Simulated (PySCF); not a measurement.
**NaSn⁺ under other conditions**

One physical setting of the base script is moved in each run, with the edits that it forces.

Program: PySCF 2.14.0. Level of theory: method and basis as typed in the scripts. These are calculated values, not measurements.

2 further runs of the same task are left out: 2 for a known fault of the program.

### Step 1. Where the work starts

NaSn⁺: 2 atoms, charge 1, spin multiplicity 1.

Bond lengths: Na1–Sn2 2.723 Å.

### Step 2. The base run

Contents of input.py:

```python
from pyscf import gto, scf, mp

mol = gto.M(
    atom='Na 0 0 0; Sn 0 0 2.723',
    basis='crenbl',
    ecp={'Na': 'crenbl', 'Sn': 'crenbl'},
    charge=1,
    spin=0,
    verbose=4,
)
mf = scf.RHF(mol)
mf.kernel()
mp.MP2(mf).kernel()
mf.dip_moment()
print('orbital energies (hartree):', mf.mo_energy[..., max(0, mol.nelec[1]-3):mol.nelec[0]+3].round(4))
```

On the command line:

```sh
$ OMP_NUM_THREADS=1 python input.py
```

The log of this run is left out.

It gives: E(SCF) = -115.241859 Eh, 9 cycles, E(MP2) − E(SCF) = -0.33333 Eh.

The bond length is a typed value, not an optimised one. The dipole of an ion depends on the origin.

### Step 3. Bond 2.396 Å

Variant 1 changes bond length: 2.723 Å → 2.396 Å.

Contents of input.py:

```python
from pyscf import gto, scf, mp

mol = gto.M(
    atom='Na 0 0 0; Sn 0 0 2.396',
    basis='crenbl',
    ecp={'Na': 'crenbl', 'Sn': 'crenbl'},
    charge=1,
    spin=0,
    verbose=4,
)
mf = scf.RHF(mol)
mf.kernel()
mp.MP2(mf).kernel()
mf.dip_moment()
print('orbital energies (hartree):', mf.mo_energy[..., max(0, mol.nelec[1]-3):mol.nelec[0]+3].round(4))
```

On the command line:

```sh
$ OMP_NUM_THREADS=1 python input.py
```

### Step 4. Bond 10 Å

Variant 2 changes bond length: 2.723 Å → 10 Å.

Changes to input.py since step 2:

```diff
@@ -3,3 +3,3 @@
 mol = gto.M(
-    atom='Na 0 0 0; Sn 0 0 2.723',
+    atom='Na 0 0 0; Sn 0 0 10',
     basis='crenbl',
```

### Step 5. Electric field -0.01 a.u.

Variant 3 changes electric field: none → -0.01 a.u.

Changes to input.py since step 2:

```diff
@@ -11,2 +11,7 @@
 mf = scf.RHF(mol)
+field = -0.01  # electric field along z, atomic units
+h = mf.get_hcore() + field*mol.intor('int1e_r')[2]
+mf.get_hcore = lambda *args: h
+e_nuc = mol.energy_nuc() - field*mol.atom_charges() @ mol.atom_coords()[:, 2]
+mf.energy_nuc = lambda *args: e_nuc
 mf.kernel()
```

### Step 6. Charge +0 (doublet, UHF)

Variant 4 changes charge: 1 → 0; spin (2S): 0 → 1; SCF type: RHF → UHF.

Contents of input.py:

```python
from pyscf import gto, scf, mp

mol = gto.M(
    atom='Na 0 0 0; Sn 0 0 2.723',
    basis='crenbl',
    ecp={'Na': 'crenbl', 'Sn': 'crenbl'},
    charge=0,
    spin=1,
    verbose=4,
)
mf = scf.UHF(mol)
mf.kernel()
mp.MP2(mf).kernel()
mf.dip_moment()
print('orbital energies (hartree):', [e[max(0, n-3):n+3].round(4) for e, n in zip(mf.mo_energy, mol.nelec)])
```

### Step 7. Bond 2.641 Å

Variant 5 changes bond length: 2.723 Å → 2.641 Å.

Changes to input.py since step 2:

```diff
@@ -3,3 +3,3 @@
 mol = gto.M(
-    atom='Na 0 0 0; Sn 0 0 2.723',
+    atom='Na 0 0 0; Sn 0 0 2.641',
     basis='crenbl',
```

### Step 8. Bond 3.05 Å

Variant 6 changes bond length: 2.723 Å → 3.05 Å.

Changes to input.py since step 2:

```diff
@@ -3,3 +3,3 @@
 mol = gto.M(
-    atom='Na 0 0 0; Sn 0 0 2.723',
+    atom='Na 0 0 0; Sn 0 0 3.05',
     basis='crenbl',
```

Q: Predict the outcome of this session. Wanted: for each run, E(SCF); from base; gap, α spin; SCF dipole; after the SCF.

As calculated:

```tsv
run	E(SCF) (hartree)	from base (eV)	cycles	gap, α spin (eV)	SCF dipole (D)	after the SCF
base	-115.241859	0	9	6.40	n/a	MP2 correlation -9.070 eV
bond 2.396 Å	-115.198838	+1.1707	9	6.25	n/a	MP2 correlation -9.113 eV
bond 10 Å (poor choice)	-115.219727	+0.6023	8	2.34	n/a	MP2 correlation -9.051 eV
electric field -0.01 a.u.	-115.233424	not comparable	9	6.43	n/a	MP2 correlation -9.051 eV
charge +0 (doublet, UHF)	-115.445560	-5.5430	20	6.56	4.13	MP2 correlation -9.137 eV
bond 2.641 Å	-115.234561	+0.1986	9	6.38	n/a	MP2 correlation -9.078 eV
bond 3.05 Å	-115.256830	-0.4074	8	6.36	n/a	MP2 correlation -9.057 eV
```

**Reading.** The largest comparable shift of the SCF energy, +1.171 eV, comes with the run “bond 2.396 Å”. At the SCF level, adding an electron (to the doublet) releases 5.54 eV at fixed geometry. With bond 10 Å the frontier gap moves by over 1.5 eV, which can mean another electronic state rather than the bond length alone. Rows marked «poor choice» come from settings spoiled on purpose.
